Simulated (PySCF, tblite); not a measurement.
**C4H3F6NO2: geometry, infrared bands, NMR shifts, spin-spin couplings and electronic excitations**

What infrared bands, NMR shifts, spin-spin couplings and electronic excitations should C4H3F6NO2 (`CN=C(OC(F)(F)F)OC(F)(F)F`) show?

The runs use tblite 0.8.0 and PySCF 2.14.0, with density-fitted response routines of our own; the level of theory stands in each step. All values are computed, except where a source is named. Atoms are numbered from 0 throughout.

## (1) Starting geometry

16 atoms, charge 0, multiplicity 1; geometry from: force field or distance geometry start.

Bonds of the start (Å): C0–N1 1.45, N1–C2 1.27, C2–O3 1.33, O3–C4 1.43, C4–F5 1.35, C4–F6 1.35, C4–F7 1.35, C2–O8 1.35, O8–C9 1.42, C9–F10 1.36, C9–F11 1.35, C9–F12 1.35, C0–H13 1.10, C0–H14 1.09, C0–H15 1.09.

## (2) Relaxing the molecule with GFN2-xTB

What the job is given:

```
{"job": {"kind": "relax", "xc": "GFN2-xTB", "basis": "xTB"}, "charge": 0, "multiplicity": 1}
C      1.227600     1.998500    -0.482400
N      0.942000     0.885400     0.401500
C      0.055200     0.048300     0.032900
O     -0.317800    -1.020200     0.730900
C      0.374900    -1.192100     1.968100
F     -0.101300    -2.311500     2.552600
F      1.697600    -1.358600     1.754100
F      0.155600    -0.153500     2.800700
O     -0.613500     0.199500    -1.134100
C     -1.593700    -0.772000    -1.449500
F     -2.143600    -0.453500    -2.646400
F     -1.031800    -1.994300    -1.561500
F     -2.574400    -0.791300    -0.518700
H      0.337100     2.629700    -0.619600
H      1.579700     1.667100    -1.453800
H      1.998700     2.627400    -0.027400
```

Run with:

```console
$ OMP_NUM_THREADS=2 python probes_run.py task.json out
```

The driver reads the jobs from task.json and runs them one after another.

**Question.** This job is followed by: GFN2-xTB harmonic vibrations, gas phase; PBE0-D3(BJ)/def2-SVP geometry optimisation, gas phase; GIAO PBE0/pcSseg-1 NMR shielding, non-relativistic, gas phase; B3LYP/pcJ-1 indirect spin-spin coupling, non-relativistic, gas phase; TDDFT B3LYP/def2-SVPD, vertical, gas phase, core orbitals frozen in the response; GIAO PBE/pcSseg-2 NMR shielding, non-relativistic, gas phase. Predict these results of the whole session: strongest single infrared mode (GFN2-xTB); zero-point energy (GFN2-xTB); rotational constants (main isotopes); ¹³C shifts against TMS (PBE0/pcSseg-1); ¹H shifts against TMS (PBE0/pcSseg-1, means over atoms taken as alike); ¹⁵N shifts against NH3 (PBE0/pcSseg-1); ¹⁷O shifts against H2O (PBE0/pcSseg-1); ¹⁹F shifts against CFCl3 (PBE0/pcSseg-1, means over atoms taken as alike); largest coupling of the table (B3LYP/pcJ-1); lowest singlet (B3LYP/def2-SVPD); brightest single state of those computed; lowest triplet; range of the shift of F10.

**Answer**, as computed:

| quantity | value |
| --- | --- |
| strongest single infrared mode (GFN2-xTB) | 1211 cm⁻¹, 836 km/mol |
| zero-point energy (GFN2-xTB) | 51.9 kcal/mol |
| rotational constants (main isotopes) | 1.16, 0.57, 0.44 GHz |
| ¹³C shifts against TMS (PBE0/pcSseg-1) | 137.8, 125.4, 125.1, 32.3 ppm |
| ¹H shifts against TMS (PBE0/pcSseg-1, means over atoms taken as alike) | 3.10 ppm |
| ¹⁵N shifts against NH3 (PBE0/pcSseg-1) | 212.6 ppm |
| ¹⁷O shifts against H2O (PBE0/pcSseg-1) | 198.4, 197.5 ppm |
| ¹⁹F shifts against CFCl3 (PBE0/pcSseg-1, means over atoms taken as alike) | -68.0, -71.3 ppm |
| largest coupling of the table (B3LYP/pcJ-1) | ¹J(C,F) C9–F10, -343.5 Hz |
| lowest singlet (B3LYP/def2-SVPD) | 6.28 eV (197 nm), f = 0.000 |
| brightest single state of those computed | state 4, 7.56 eV, f = 0.203 |
| lowest triplet | 5.20 eV |
| range of the shift of F10 | -85.3 to -68.0 ppm |

In words: The optimisation took 33 steps and gained 0.434 eV; among the close pairs (by a distance rule), O3–C4 changed most, from 1.428 to 1.348 Å (GFN2-xTB). The lowest mode is imaginary (121i cm⁻¹), so the xTB geometry is not a minimum. The strongest single mode, at 1211 cm⁻¹, is spread over several atoms, C9, C2, O3, O8 among them. GFN2-xTB is a fitted tight-binding method: band positions and strengths are rough. Its intensities can rank the bands wrongly. Relaxing lowered the energy by 0.209 eV in 12 steps; the close pair that moved most is O3–C4, from 1.326 to 1.373 Å (PBE0/def2-SVP). No frequency check was run at this level, so the end point may be a saddle. At PBE0/pcSseg-1: The widest tensor belongs to N1: span 367 ppm, with a paramagnetic part of -279 ppm. Of the pairs tabulated at B3LYP/pcJ-1, C9–F10 (mean over like pairs) couples most strongly (-343.5 Hz; Fermi contact -308.7 Hz). Density functionals describe couplings to fluorine poorly, F–F couplings above all, so those rows are rough. The first singlet state (HOMO→LUMO 0.98) lies at 6.28 eV and is dark; of the 10 states computed, the strongest absorption comes from state 4 at 7.56 eV. The lowest triplet lies 1.08 eV below the lowest singlet (triplets in Tamm-Dancoff, singlets in full TDDFT). Across the 2 runs the shift of F10 (with its like atoms) moves most, between -85.3 (PBE/pcSseg-2) and -68.0 ppm (PBE0/pcSseg-1).
